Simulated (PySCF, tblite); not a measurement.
# C₅H₁₀OSSi: geometry, infrared bands and NMR shifts

Wanted: the infrared bands and NMR shifts of C₅H₁₀OSSi (`C1CC1[C@@H]1CO[SiH2]S1`), by calculation.

Computed with tblite 0.8.0 and PySCF 2.14.0, with density-fitted response routines of our own, on a single molecule in the gas phase. Atoms count from 0, in the outputs and in this text.

## Step 1: Starting geometry

18 atoms, charge 0, multiplicity 1; geometry from: force field or distance geometry start.

Bonds of the start (Å): C0–C1 1.51, C1–C2 1.53, C2–C3 1.51, C3–C4 1.56, C4–O5 1.43, O5–Si6 1.68, Si6–S7 2.13, C2–C0 1.51, S7–C3 1.83, C0–H8 1.09, C0–H9 1.08, C1–H10 1.08, C1–H11 1.08, C2–H12 1.09, C3–H13 1.09, C4–H14 1.09, C4–H15 1.09, Si6–H16 1.48, Si6–H17 1.48.

## Step 2: Relaxing the molecule with GFN2-xTB

Job settings and geometry (Å):

```
{"job": {"kind": "relax", "xc": "GFN2-xTB", "basis": "xTB"}, "charge": 0, "multiplicity": 1}
C     -2.224100    -0.269800     0.707300
C     -2.086600     1.128000     0.149600
C     -0.847300     0.331000     0.557500
C      0.084100    -0.189500    -0.505900
C      0.966500    -1.349600     0.036700
O      2.024100    -0.865700     0.866200
Si     2.773300     0.506600     0.256700
S      1.201800     1.163100    -1.019300
H     -2.624500    -0.377400     1.713000
H     -2.551400    -1.048100     0.028600
H     -2.281900     1.280700    -0.896800
H     -2.372000     1.954400     0.792000
H     -0.355500     0.629500     1.479000
H     -0.480100    -0.545300    -1.369900
H      0.368200    -2.046400     0.619500
H      1.405300    -1.913600    -0.790700
H      3.965900     0.136700    -0.533000
H      3.025400     1.481500     1.337800
```

Launch:

```console
OMP_NUM_THREADS=1 python probes_run.py task.json out
```

This one command runs all jobs of the session in turn.

The program printed:

```text
step      E/eV     max force
  0    -677.64348    1.377
  1    -677.71211    0.756
  2    -677.73917    0.270
  3    -677.74707    0.274
  4    -677.75509    0.227
  5    -677.75949    0.186
  6    -677.76500    0.234
  7    -677.76885    0.212
  8    -677.77205    0.127
  9    -677.77373    0.094
 10    -677.77501    0.090
 11    -677.77627    0.109
 12    -677.77760    0.101
 13    -677.77871    0.078
 14    -677.77955    0.062
 15    -677.78033    0.081
 16    -677.78120    0.079
 17    -677.78199    0.079
 18    -677.78263    0.065
 19    -677.78323    0.067
 20    -677.78389    0.079
 21    -677.78459    0.059
 22    -677.78517    0.048
 23    -677.78560    0.049
 24    -677.78598    0.059
 25    -677.78638    0.059
 26    -677.78675    0.046
 27    -677.78704    0.035
 28    -677.78728    0.036
 29    -677.78755    0.038
 30    -677.78790    0.057
 31    -677.78834    0.063
 32    -677.78881    0.059
 33    -677.78923    0.066
 34    -677.78960    0.047
 35    -677.78991    0.039
 36    -677.79015    0.031
 37    -677.79033    0.032
 38    -677.79047    0.033
 39    -677.79061    0.029
 40    -677.79076    0.029
 41    -677.79090    0.031
 42    -677.79102    0.026
 43    -677.79113    0.032
 44    -677.79127    0.034
 45    -677.79144    0.040
 46    -677.79168    0.047
 47    -677.79197    0.054
 48    -677.79231    0.060
 49    -677.79269    0.052
 50    -677.79307    0.053
 51    -677.79339    0.050
 52    -677.79365    0.040
 53    -677.79389    0.043
 54    -677.79410    0.046
 55    -677.79426    0.030
 56    -677.79437    0.028
 57    -677.79443    0.020
 58    -677.79448    0.018
 59    -677.79450    0.012
 60    -677.79451    0.010
```

It took 0.88 s on 1 thread of Arm Neoverse N1, shared host; peak memory 0.18 GiB.

The steps of the relaxation: (not every step is listed)

```
step  energy from step 0 (eV)  largest force (eV/Å)
   0                   0.0000                1.3773
   1                  -0.0686                0.7556
   2                  -0.0957                0.2704
   3                  -0.1036                0.2744
   4                  -0.1116                0.2265
   5                  -0.1160                0.1856
   6                  -0.1215                0.2338
   7                  -0.1254                0.2117
   8                  -0.1286                0.1271
  12                  -0.1341                0.1008
  16                  -0.1377                0.0785
  20                  -0.1404                0.0785
  24                  -0.1425                0.0593
  28                  -0.1438                0.0355
  32                  -0.1453                0.0595
  36                  -0.1467                0.0314
  40                  -0.1473                0.0292
  44                  -0.1478                0.0345
  48                  -0.1488                0.0595
  52                  -0.1502                0.0398
  55                  -0.1508                0.0299
  56                  -0.1509                0.0282
  57                  -0.1510                0.0203
  58                  -0.1510                0.0182
  59                  -0.1510                0.0121
  60                  -0.1510                0.0097
```

Close pairs (by a distance rule), those that changed most:

```
   bond  before (Å)  after (Å)  change (Å)
 O5–Si6       1.678      1.627      -0.051
  C1–C2       1.529      1.498      -0.031
  C4–O5       1.429      1.399      -0.029
  C3–C4       1.555      1.529      -0.027
Si6–H17       1.477      1.451      -0.026
Si6–H16       1.477      1.451      -0.026
 Si6–S7       2.128      2.143      +0.015
  C0–C1       1.511      1.497      -0.014
```

The next job starts from the end point, and lists it.

## Step 3: Infrared spectrum with GFN2-xTB

Job settings and geometry (Å):

```
{"job": {"kind": "ir", "xc": "GFN2-xTB", "basis": "xTB"}, "charge": 0, "multiplicity": 1}
C     -2.185749    -0.233409     0.746181
C     -2.003250     1.138920     0.176183
C     -0.804891     0.320782     0.547061
C      0.075578    -0.248556    -0.530589
C      0.954508    -1.383993    -0.006466
O      2.021843    -0.877252     0.743570
Si     2.682945     0.535101     0.280873
S      1.204423     1.048202    -1.183012
H     -2.558290    -0.327938     1.754782
H     -2.518020    -1.019769     0.084990
H     -2.201926     1.286113    -0.874246
H     -2.250996     1.991781     0.788541
H     -0.254283     0.617511     1.432490
H     -0.523076    -0.588847    -1.376610
H      0.370388    -2.041555     0.644934
H      1.349485    -1.970688    -0.843701
H      3.953168     0.351985    -0.397053
H      2.679384     1.407932     1.440460
```

The program printed:

```text
mode    cm-1     km/mol
  1      56.9      0.21
  2      77.7      3.27
  3     137.8      2.94
  4     185.3      8.82
  5     275.5      1.62
  6     298.0      1.14
  7     394.6     10.33
  8     404.6      1.03
  9     480.1     17.69
 10     519.0     46.13
 11     573.8     94.63
 12     600.0      7.85
 13     677.1    212.47
 14     750.2     61.24
 15     782.3    144.49
 16     793.7      3.80
 17     809.2    194.25
 18     844.3      1.67
 19     863.0     10.11
 20     982.0      8.55
 21     985.6      0.69
 22    1007.0      6.69
 23    1021.5     18.02
 24    1069.9      0.68
 25    1078.3      0.54
 26    1099.7      2.04
 27    1113.5    103.06
 28    1139.4      3.90
 29    1152.6      0.59
 30    1179.3      2.65
 31    1216.6     15.03
 32    1237.0      4.28
 33    1262.8      1.09
 34    1314.9     10.08
 35    1393.0      1.15
 36    1439.4      0.33
 37    1475.7      1.22
 38    1490.6      0.81
 39    2346.5    346.17
 40    2368.8    122.52
 41    2919.2     40.81
 42    2950.4     28.68
 43    2977.7     13.27
 44    3040.2     23.98
 45    3087.6     22.85
 46    3093.5      5.38
 47    3096.8     17.54
 48    3114.0     48.19
```

It took 1.3 s on 1 thread of Arm Neoverse N1, shared host; peak memory 0.18 GiB.

The strongest bands and the atoms that carry them (share of the mass-weighted mode):

| cm⁻¹ | km/mol | atoms |
| --- | --- | --- |
| 574 | 94.6 | H16 45 %, H17 35 %, Si6 12 % |
| 677 | 212.5 | H16 40 %, H17 35 % |
| 750 | 61.2 | C3 52 % |
| 782 | 144.5 | H17 28 %, H16 26 %, O5 15 % |
| 809 | 194.2 | Si6 29 %, O5 26 %, H17 18 %, H16 14 % |
| 1114 | 103.1 | C4 39 %, O5 33 %, C3 15 % |
| 2346 | 346.2 | H17 48 %, H16 48 % |
| 2369 | 122.5 | H16 49 %, H17 49 % |

## Step 4: Nuclear shieldings: PBE0/pcSseg-1

The job, as its differences from that of step 3:

```diff
@@ -1,2 +1,2 @@
-{"job": {"kind": "ir", "xc": "GFN2-xTB", "basis": "xTB"}, "charge": 0, "multiplicity": 1}
+{"job": {"kind": "nmr", "xc": "PBE0", "basis": "pcSseg-1"}, "charge": 0, "multiplicity": 1}
 C     -2.185749    -0.233409     0.746181
```

Level: GIAO PBE0/pcSseg-1 NMR shielding, non-relativistic, gas phase.

The program printed:

```text
coarse grid: 15968 points
cycle   1  E = -958.6894766133  dE =  1.274e+00  |g| = 6.894e-01  |ddm| = 3.941e+00
cycle   2  E = -958.5821238260  dE =  1.074e-01  |g| = 1.039e+00  |ddm| = 1.525e+00
cycle   3  E = -958.7816401801  dE = -1.995e-01  |g| = 1.004e-01  |ddm| = 1.004e+00
cycle   4  E = -958.7835580564  dE = -1.918e-03  |g| = 4.271e-02  |ddm| = 1.640e-01
cycle   5  E = -958.7839994615  dE = -4.414e-04  |g| = 6.698e-03  |ddm| = 5.577e-02
cycle   6  E = -958.7840089869  dE = -9.525e-06  |g| = 2.552e-03  |ddm| = 9.964e-03
final grid: 144640 points
cycle   7  E = -958.8441806122  dE = -3.598e-05  |g| = 1.188e-02  |ddm| = 3.519e-02
cycle   8  E = -958.8441541789  dE =  2.643e-05  |g| = 1.638e-02  |ddm| = 2.532e-02
cycle   9  E = -958.8442109010  dE = -5.672e-05  |g| = 1.451e-03  |ddm| = 1.534e-02
cycle  10  E = -958.8442113397  dE = -4.388e-07  |g| = 2.413e-04  |ddm| = 1.560e-03
cycle  11  E = -958.8442113526  dE = -1.289e-08  |g| = 5.803e-05  |ddm| = 3.383e-04
cycle  12  E = -958.8442113533  dE = -6.351e-10  |g| = 2.918e-05  |ddm| = 9.855e-05
converged SCF energy = -958.8442113533

GIAO shielding tensors (ppm)
atom      isotropic    diamagn.    paramagn.     s11        s22        s33       span
  0 C      176.396     254.023     -77.627    149.192    175.748    204.248     55.056
  1 C      178.197     253.440     -75.243    148.319    176.713    209.558     61.239
  2 C      165.412     248.717     -83.305    125.429    161.202    209.606     84.177
  3 C      125.358     249.939    -124.581    104.174    126.307    145.591     41.417
  4 C      111.072     244.806    -133.734     80.288    114.428    138.499     58.212
  5 O      303.804     397.035     -93.231    257.295    271.028    383.089    125.794
  6 Si     346.405     880.328    -533.923    300.442    335.011    403.763    103.321
  7 S      618.708    1059.412    -440.704    459.602    516.918    879.606    420.004
  8 H       31.082      30.791       0.292     25.445     26.307     41.494     16.049
  9 H       31.449      31.978      -0.530     26.083     29.029     39.234     13.151
 10 H       31.395      31.910      -0.514     26.176     28.997     39.013     12.838
 11 H       30.957      30.772       0.184     25.549     26.268     41.053     15.505
 12 H       30.737      33.057      -2.320     23.342     31.819     37.050     13.707
 13 H       29.545      33.751      -4.206     24.735     29.418     34.483      9.748
 14 H       27.199      30.438      -3.239     22.265     27.196     32.136      9.871
 15 H       27.773      30.360      -2.587     22.161     26.392     34.768     12.608
 16 H       26.141      28.319      -2.178     22.306     22.910     33.208     10.902
 17 H       26.183      29.611      -3.427     22.698     23.160     32.692      9.995
```

Run time: 80 s. Hardware: 1 thread of Arm Neoverse N1, shared host; peak memory 0.9 GiB.

Shifts follow as δ = σ(reference) − σ, with reference shieldings (ppm) from runs at the same level and on the same kind of geometry: ¹H TMS 31.72, ¹³C TMS 186.9, ²⁹Si TMS 349.2, ¹⁷O H2O 336.1, ³³S CS2 504. The references are single molecules in the gas phase, so shifts against H2O, NH3, PH3, H3PO4 or CFCl3 are not on the usual liquid scales and can be off by tens of ppm.

| atoms | environment | σ (ppm) | δ (ppm) | δ scaled to CDCl3 |
| --- | --- | --- | --- | --- |
| C4 | sp3 CH2 bonded to O | 111.1 | 75.9 | 72.1 |
| C3 | sp3 CH bonded to S | 125.4 | 61.6 | 53.8 |
| C2 | three-membered-ring carbon | 165.4 | 21.5 | 19.1 |
| C0 | three-membered-ring carbon | 176.4 | 10.5 | 8.4 |
| C1 | three-membered-ring carbon | 178.2 | 8.7 | 6.6 |
| H16 | hydrogen on a silicon bonded to O, S, in a 5-membered ring | 26.14 | 5.58 | – |
| H17 | hydrogen on a silicon bonded to O, S, in a 5-membered ring | 26.18 | 5.53 | – |
| H14 | hydrogen on an sp3 CH2 bonded to O | 27.20 | 4.52 | 4.36 |
| H15 | hydrogen on an sp3 CH2 bonded to O | 27.77 | 3.94 | 3.82 |
| H13 | hydrogen on an sp3 CH bonded to S | 29.55 | 2.17 | 2.15 |
| H12 | hydrogen on a three-membered-ring carbon | 30.74 | 0.98 | 1.03 |
| H11 | hydrogen on a three-membered-ring carbon | 30.96 | 0.76 | 0.82 |
| H8 | hydrogen on a three-membered-ring carbon | 31.08 | 0.63 | 0.70 |
| H10 | hydrogen on a three-membered-ring carbon | 31.40 | 0.32 | 0.41 |
| H9 | hydrogen on a three-membered-ring carbon | 31.45 | 0.27 | 0.36 |
| O5 | oxygen bonded to C, Si, in a 5-membered ring | 303.8 | 32.3 | – |
| Si6 | silicon bonded to O, S, 2 H, in a 5-membered ring | 346.4 | 2.8 | – |
| S7 | sulfur bonded to C, Si, in a 5-membered ring | 619 | -115 | – |

The scaled column applies a straight-line fit of computed shieldings to shifts measured in CDCl3, with any fitted terms for Cl, Br or S neighbours (root-mean-square error 0.16 ppm for H, 1.9 ppm for C).

The run also stored atomic charges by several schemes (e):

```csv
atoms,Mulliken,IAO,Hirshfeld,ESP fit
C0,-0.19,-0.30,-0.09,-0.20
C1,-0.16,-0.29,-0.09,-0.50
C2,-0.22,-0.14,-0.05,0.03
C3,-0.41,-0.18,-0.02,-0.38
C4,0.20,-0.05,0.00,-0.11
O5,-0.62,-0.65,-0.23,-0.41
Si6,0.79,0.94,0.38,0.74
S7,-0.24,-0.23,-0.12,-0.31
```

Mayer bond orders: C0–C1 0.98, C1–C2 0.96, C2–C3 0.91, C3–C4 0.98, C4–O5 0.89, O5–Si6 0.98, Si6–S7 0.96, C2–C0 0.94, S7–C3 1.02.

Ring of atoms C0, C1, C2: NICS(0) -43.0, NICS(1) -8.5, NICS(1)zz -21.1 ppm (means of both faces).

In rings of three or four atoms NICS is ruled by the nearby σ bonds, so it says little on aromaticity.

Ring of atoms C3, C4, O5, Si6, S7: NICS(0) -8.8, NICS(1) -3.8, NICS(1)zz -5.8 ppm (means of both faces).

Orbitals, density, ELF and potential are computed afterwards from the orbital file.

Frontier orbitals at PBE0/pcSseg-1, with the share of their density that lies nearest to each atom:

```
orbital  energy (eV)                                      lies on
   HOMO        -6.82                                      S7 76 %
   LUMO         0.09  Si6 22 %; H16, H17 about 18 % each; S7 15 %
```

ELF in a plane through or near 6 of the atoms.

Ten even steps from '0' (0.00) to '9' (1.00):
```
0000000000000000000000000000
0000000000000000000000000000
0000000000000000000000000000
0000000021000000002300000000
0000000365100000049971000000
0000001598300000079995000000
0001344456410012279993000000
0005897141210056558851000000
0018999183200162456731000000
0007998212400355268852000000
0003763278613475752441000000
0000100277757545663641000000
0000000233572600189971000000
0000000002536710089981000000
0000000003767820059950000000
0000000003422310001100000000
0000000000100000000000000000
0000000000000000000000000000
0000000000000000000000000000
0000000000000000000000000000
```
The map spans 13.1 Å across and 9.2 Å up, centred on the molecule. Atoms in the plane (x, y in Å): C0 (2.2, -0.4), C2 (0.9, 0.3), C4 (-1.1, -1.3), Si6 (-2.6, 0.8), H9 (2.4, -1.3), H11 (2.5, 1.8).

log10 of the density (e/Å³) in the same plane.

Values, 10 rows by 14 columns:
```
-4.0 -4.0 -4.0 -4.0 -4.0 -4.0 -4.0 -4.0 -4.0 -4.0 -4.0 -4.0 -4.0 -4.0
-4.0 -4.0 -4.0 -3.1 -2.7 -2.8 -3.5 -4.0 -3.6 -3.0 -3.3 -4.0 -4.0 -4.0
-4.0 -3.8 -3.0 -2.1 -1.4 -1.7 -2.4 -2.7 -2.2 -1.3 -1.7 -3.1 -4.0 -4.0
-4.0 -2.9 -1.9 -0.9 -0.3 -0.7 -1.5 -1.3 -0.9  0.0 -0.9 -2.4 -4.0 -4.0
-4.0 -2.5 -1.2 -0.3  1.6 -0.5 -1.1  0.0  0.2  0.1 -0.9 -2.1 -4.0 -4.0
-4.0 -2.8 -1.8 -1.0 -0.1  0.0 -0.5  0.0  0.1  0.8 -0.7 -2.1 -3.8 -4.0
-4.0 -3.7 -3.0 -2.1 -0.7  0.0  0.3 -0.9 -1.0  0.1 -0.9 -2.4 -4.0 -4.0
-4.0 -4.0 -4.0 -3.1 -1.6 -0.5 -0.2 -1.3 -2.0 -1.2 -1.7 -3.0 -4.0 -4.0
-4.0 -4.0 -4.0 -4.0 -2.6 -2.0 -1.9 -2.6 -3.3 -3.1 -3.4 -4.0 -4.0 -4.0
-4.0 -4.0 -4.0 -4.0 -4.0 -3.7 -3.6 -4.0 -4.0 -4.0 -4.0 -4.0 -4.0 -4.0
```
The map spans 13.1 Å across and 9.2 Å up, centred on the molecule. Atoms in the plane (x, y in Å): C0 (2.2, -0.4), C2 (0.9, 0.3), C4 (-1.1, -1.3), Si6 (-2.6, 0.8), H9 (2.4, -1.3), H11 (2.5, 1.8).

On the surface of density 0.002 e/bohr³ the electrostatic potential runs, from the 1st to the 99th percentile, from -1.12 V near O5 to 1.38 V near Si6.

## Step 5: Outcome

```
                                 quantity                                                           value
strongest single infrared mode (GFN2-xTB)                                           2346 cm⁻¹, 346 km/mol
             zero-point energy (GFN2-xTB)                                                   87.5 kcal/mol
   ¹³C shifts against TMS (PBE0/pcSseg-1)                                 75.9, 61.6, 21.5, 10.5, 8.7 ppm
    ¹H shifts against TMS (PBE0/pcSseg-1)  5.58, 5.53, 4.52, 3.94, 2.17, 0.98, 0.76, 0.63, 0.32, 0.27 ppm
   ¹⁷O shifts against H2O (PBE0/pcSseg-1)                                                        32.3 ppm
  ²⁹Si shifts against TMS (PBE0/pcSseg-1)                                                         2.8 ppm
   ³³S shifts against CS2 (PBE0/pcSseg-1)                                                        -115 ppm
    surface potential, 1st and 99th percentile                                              -1.12 V and 1.38 V
```

The optimisation took 60 steps and gained 0.151 eV; among the close pairs (by a distance rule), O5–Si6 changed most, from 1.678 to 1.627 Å. No mode is imaginary among the 48: a minimum at this level. The strongest single mode, at 2346 cm⁻¹, moves mainly H17 and H16. GFN2-xTB is a fitted tight-binding method: band positions and strengths are rough. Its intensities can rank the bands wrongly. At PBE0/pcSseg-1: Shielding is most anisotropic at S7 (span 420 ppm, paramagnetic term -441 ppm).
